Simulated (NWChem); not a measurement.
# triplet C6H10O at 6 levels

We compute a comparison of 6 runs (UHF/6-31G*, UB3LYP/6-31G*, UPBE/6-31G*, UPBE0/6-31G*, USVWN5/6-31G*, UMP2/6-31G*) of triplet C6H10O. 

Program for the calculation: NWChem 7.3.0.

### Step 1. Starting point

C6H10O: 17 atoms, total charge 0, spin state triplet. As SMILES of the parent species, `O=C1CCCCC1`. The coordinates come from a PBE0-D4/def2-TZVP relaxation. This is one conformer, not always the lowest. That shape belongs to the parent species and isn't relaxed for this state.

Some bond lengths: O1–C2 1.206 Å, C2–C3 1.510 Å, C3–C4 1.529 Å, C4–C5 1.521 Å, C5–C6 1.521 Å, C2–C7 1.510 Å, C6–C7 1.529 Å, C3–H8 1.091 Å, C3–H9 1.098 Å, C4–H10 1.093 Å, C4–H11 1.096 Å, C5–H12 1.094 Å, C5–H13 1.097 Å, C6–H14 1.093 Å, C6–H15 1.096 Å, C7–H16 1.091 Å. Some angles: O1–C2–C3 122.5°, O1–C2–C7 122.5°, C3–C2–C7 115.1°, C2–C3–C4 111.6°, C3–C4–C5 111.5°, C4–C5–C6 111.1°, C5–C6–C7 111.5°, C2–C7–C6 111.6°, C2–C3–H8 108.6°, C2–C3–H9 107.3°.

### Step 2. The energy at UHF/6-31G(d) (spherical functions) (run 1)

Contents of c6h10o.nw:

```
start c6h10o
title "C6H10O energy"
memory total 2200 mb
geometry noautosym nocenter noautoz
  O     -0.707050    -1.990720     1.679970
  C     -0.276090    -1.006960     1.130500
  C      1.071500    -0.983390     0.450670
  C      0.978940    -0.413050    -0.965140
  C      0.278700     0.937220    -0.977400
  C     -1.107560     0.839550    -0.358990
  C     -1.047750     0.288870     1.066330
  H      1.486080    -1.992120     0.464880
  H      1.728570    -0.341250     1.052020
  H      1.980680    -0.333630    -1.395730
  H      0.422850    -1.114500    -1.597710
  H      0.207870     1.314750    -2.001370
  H      0.878510     1.664790    -0.416230
  H     -1.599670     1.815780    -0.355610
  H     -1.731180     0.178640    -0.971940
  H     -2.039630     0.124490     1.489130
  H     -0.524770     1.011520     1.706640
end
basis spherical bse
  O library 6-31G*
  C library 6-31G*
  H library 6-31G*
end
scf
  nopen 2
  uhf
  thresh 1e-08
  maxiter 80
end
task scf energy
```

Launch:

```sh
$ nwchem c6h10o.nw > c6h10o.out
```

What it wrote:

```text
[...]
  functions       =   118
[...]
  wavefunction    = UHF
[...]
         Total SCF energy =   -307.788892187621
      One electron energy =  -1034.091671737337
      Two electron energy =    415.117472727331
 Nuclear repulsion energy =    311.185306822385
                       Sz =      1.0000
                 Sz(Sz+1) =      2.0000
                      S^2 =      2.0167
[...]
```

Wall time 67 s (1 thread of Intel Xeon 6975P-C (Granite Rapids), shared host); peak memory 0.097 GiB.

### Step 3. The energy at UB3LYP/6-31G(d) (spherical functions) (run 2)

Contents of sp.nw:

```
start sp
memory 2200 mb
charge 0

geometry units angstrom noautosym nocenter noautoz
  O     -0.707050    -1.990720     1.679970
  C     -0.276090    -1.006960     1.130500
  C      1.071500    -0.983390     0.450670
  C      0.978940    -0.413050    -0.965140
  C      0.278700     0.937220    -0.977400
  C     -1.107560     0.839550    -0.358990
  C     -1.047750     0.288870     1.066330
  H      1.486080    -1.992120     0.464880
  H      1.728570    -0.341250     1.052020
  H      1.980680    -0.333630    -1.395730
  H      0.422850    -1.114500    -1.597710
  H      0.207870     1.314750    -2.001370
  H      0.878510     1.664790    -0.416230
  H     -1.599670     1.815780    -0.355610
  H     -1.731180     0.178640    -0.971940
  H     -2.039630     0.124490     1.489130
  H     -0.524770     1.011520     1.706640
end

basis "ao basis" spherical bse
  O library 6-31G*
  C library 6-31G*
  H library 6-31G*
end

dft
  xc b3lyp
  mult 3
  grid fine
  convergence energy 1e-08
  maxiter 100
  mulliken
end

task dft energy
```

Launch:

```sh
$ nwchem sp.nw > sp.out
```

What it wrote:

```text
[...]
          Wavefunction type:  spin polarized.
          No. of atoms     :    17
          No. of electrons :    54
[...]
          Charge           :     0
          Spin multiplicity:     3
[...]
          AO basis - number of functions:   118
[...]
              XC Information
              --------------
                         B3LYP Method XC Potential
                     Hartree-Fock (Exact) Exchange  0.200
                        Slater Exchange Functional  0.800 local
                    Becke 1988 Exchange Functional  0.720 non-local
              Lee-Yang-Parr Correlation Functional  0.810
                  VWN I RPA Correlation Functional  0.190 local
[...]
 d= 0,ls=0.0,diis     1   -309.5884118610 -6.21D+02  9.39D-03  2.34D-01     6.8
[...]
 d= 0,ls=0.0,diis    12   -309.7476106633 -7.83D-09  2.99D-07  3.03D-10    74.4
[...]
         Total DFT energy =     -309.747610663261
      One electron energy =    -1034.984165412806
           Coulomb energy =      459.072084111289
    Exchange-Corr. energy =      -45.020836184129
 Nuclear repulsion energy =      311.185306822385
[...]
      Total Density - Mulliken Population Analysis
     ---------------------------------------------
    Atom       Charge   Shell Charges
 -----------   ------   -------------------------------------------------------
    1 O    8     8.26   2.00  0.94  2.83  0.94  1.51  0.03
    2 C    6     5.78   2.00  0.66  2.11  0.34  0.59  0.07
    3 C    6     6.30   2.00  0.68  2.10  0.59  0.90  0.04
    4 C    6     6.25   2.00  0.67  2.11  0.57  0.86  0.04
    5 C    6     6.26   2.00  0.67  2.12  0.57  0.86  0.04
    6 C    6     6.25   2.00  0.67  2.11  0.57  0.86  0.04
    7 C    6     6.30   2.00  0.68  2.10  0.59  0.90  0.04
    8 H    1     0.84   0.53  0.31
    9 H    1     0.86   0.53  0.33
   10 H    1     0.87   0.53  0.33
[...]
      <S2> =      2.0050 (Exact =     2.0000)
[...]
```

It took 75 s on 1 thread of Intel Xeon 6975P-C (Granite Rapids), shared host; peak memory 0.12 GiB.

### Step 4. A single-point energy at UPBE/6-31G(d) (spherical functions) (run 3)

Contents of work.nw:

```
start work
title "C6H10O PBE"
memory total 2200 mb
geometry units angstroms noautosym nocenter noautoz
  O       -0.707050      -1.990720       1.679970
  C       -0.276090      -1.006960       1.130500
  C        1.071500      -0.983390       0.450670
  C        0.978940      -0.413050      -0.965140
  C        0.278700       0.937220      -0.977400
  C       -1.107560       0.839550      -0.358990
  C       -1.047750       0.288870       1.066330
  H        1.486080      -1.992120       0.464880
  H        1.728570      -0.341250       1.052020
  H        1.980680      -0.333630      -1.395730
  H        0.422850      -1.114500      -1.597710
  H        0.207870       1.314750      -2.001370
  H        0.878510       1.664790      -0.416230
  H       -1.599670       1.815780      -0.355610
  H       -1.731180       0.178640      -0.971940
  H       -2.039630       0.124490       1.489130
  H       -0.524770       1.011520       1.706640
end
basis "ao basis" spherical bse
  * library 6-31G*
end
dft
  xc xpbe96 cpbe96
  mult 3
  grid fine
  convergence energy 1e-08
  maxiter 100
  mulliken
end
task dft energy
```

Launch:

```sh
$ nwchem work.nw > work.out
```

What it wrote:

```text
[...]
          Wavefunction type:  spin polarized.
          No. of atoms     :    17
          No. of electrons :    54
[...]
          Charge           :     0
          Spin multiplicity:     3
[...]
          AO basis - number of functions:   118
[...]
              XC Information
              --------------
          PerdewBurkeErnzerhof Exchange Functional  1.000
            Perdew 1991 LDA Correlation Functional  1.000 local
           PerdewBurkeErnz. Correlation Functional  1.000 non-local
[...]
 d= 0,ls=0.0,diis     1   -309.1961254901 -6.20D+02  2.71D-02  2.50D-01     7.7
[...]
 d= 0,ls=0.0,diis    11   -309.3437146982 -7.39D-09  1.76D-06  1.04D-08    68.2
[...]
         Total DFT energy =     -309.343714698198
      One electron energy =    -1035.004675926766
           Coulomb energy =      459.048139640563
    Exchange-Corr. energy =      -44.572485234380
 Nuclear repulsion energy =      311.185306822385
[...]
      Total Density - Mulliken Population Analysis
     ---------------------------------------------
    Atom       Charge   Shell Charges
 -----------   ------   -------------------------------------------------------
    1 O    8     8.26   2.00  0.94  2.83  0.95  1.52  0.03
    2 C    6     5.77   2.00  0.66  2.10  0.34  0.59  0.08
    3 C    6     6.34   2.00  0.67  2.10  0.62  0.92  0.04
    4 C    6     6.29   2.00  0.67  2.11  0.59  0.89  0.04
    5 C    6     6.29   2.00  0.66  2.11  0.59  0.89  0.04
    6 C    6     6.29   2.00  0.67  2.11  0.59  0.89  0.04
    7 C    6     6.34   2.00  0.67  2.10  0.62  0.92  0.04
    8 H    1     0.82   0.52  0.30
    9 H    1     0.84   0.52  0.32
   10 H    1     0.85   0.52  0.32
[...]
      <S2> =      2.0027 (Exact =     2.0000)
[...]
```

It took 69 s on 1 thread of Intel Xeon 6975P-C (Granite Rapids), shared host; peak memory 0.12 GiB.

Runs 4 to 5 aren't shown in full; the table further down has their settings and results.

### Step 5. The energy at UMP2/6-31G(d) (spherical functions) (run 6)

Contents of mol.nw:

```
start mol
title "C6H10O energy"
memory total 2200 mb

geometry units angstroms noautosym nocenter noautoz
   O    -0.707050   -1.990720    1.679970
   C    -0.276090   -1.006960    1.130500
   C     1.071500   -0.983390    0.450670
   C     0.978940   -0.413050   -0.965140
   C     0.278700    0.937220   -0.977400
   C    -1.107560    0.839550   -0.358990
   C    -1.047750    0.288870    1.066330
   H     1.486080   -1.992120    0.464880
   H     1.728570   -0.341250    1.052020
   H     1.980680   -0.333630   -1.395730
   H     0.422850   -1.114500   -1.597710
   H     0.207870    1.314750   -2.001370
   H     0.878510    1.664790   -0.416230
   H    -1.599670    1.815780   -0.355610
   H    -1.731180    0.178640   -0.971940
   H    -2.039630    0.124490    1.489130
   H    -0.524770    1.011520    1.706640
end

basis spherical bse
   * library 6-31G*
end

scf
   nopen 2
   uhf
   thresh 1e-08
   maxiter 80
end

mp2
   freeze core 7
   tight
end

task mp2
```

Launch:

```sh
$ nwchem mol.nw > mol.out
```

What it wrote:

```text
[...]
  functions       =   118
[...]
  wavefunction    = UHF
[...]
         Total SCF energy =   -307.788892187621
      One electron energy =  -1034.091671737337
      Two electron energy =    415.117472727331
 Nuclear repulsion energy =    311.185306822385
                       Sz =      1.0000
                 Sz(Sz+1) =      2.0000
                      S^2 =      2.0167
[...]
          Total MP2 energy          -308.677274266033
[...]
```

Wall time 81 s (1 thread of Intel Xeon 6975P-C (Granite Rapids), shared host); peak memory 0.58 GiB.

### Step 6. All runs side by side

```csv
run,level,iteration cap,module,energy (Eh),dipole moment (D),HOMO energy (eV),⟨S²⟩,wall time
1,UHF/6-31G* (spherical functions),80,scf,-307.788892,1.47,-6.68,2.017,67 s
2,UB3LYP/6-31G* (spherical functions),100,dft,-309.747611,1.88,-2.64,2.005,75 s
3,UPBE/6-31G* (spherical functions),100,dft,-309.343715,2.00,-1.48,2.003,69 s
4,UPBE0/6-31G* (spherical functions),100,dft,-309.388752,1.87,-2.94,2.006,79 s
5,USVWN5/6-31G* (spherical functions),100,dft,-307.002977,2.15,-1.50,2.002,39 s
6,UMP2/6-31G* (spherical functions),80,mp2,-308.677274,–,-6.68,2.017,81 s
```

### Step 7. Outcome

```
                                                         quantity          value
                                              run 6: total energy  -308.67727 Eh
run 6: HOMO energy (Hartree–Fock orbitals) (highest over α and β)       -6.68 eV
 run 6: LUMO energy (Hartree–Fock orbitals) (lowest over α and β)        2.39 eV
               run 6: correlation energy (7 core orbitals frozen)     -888.4 mEh
                         run 6: ⟨S²⟩ of the reference determinant          2.017
```

**Reading.** Over runs 1, 2, 3, 4, 5 the dipole moment (its size) runs from 1.47 D (UHF/6-31G*) to 2.15 D (USVWN5/6-31G*). Totals of different functionals can't be ranked against each other. All runs together took 6.8 min, the longest 81 s.
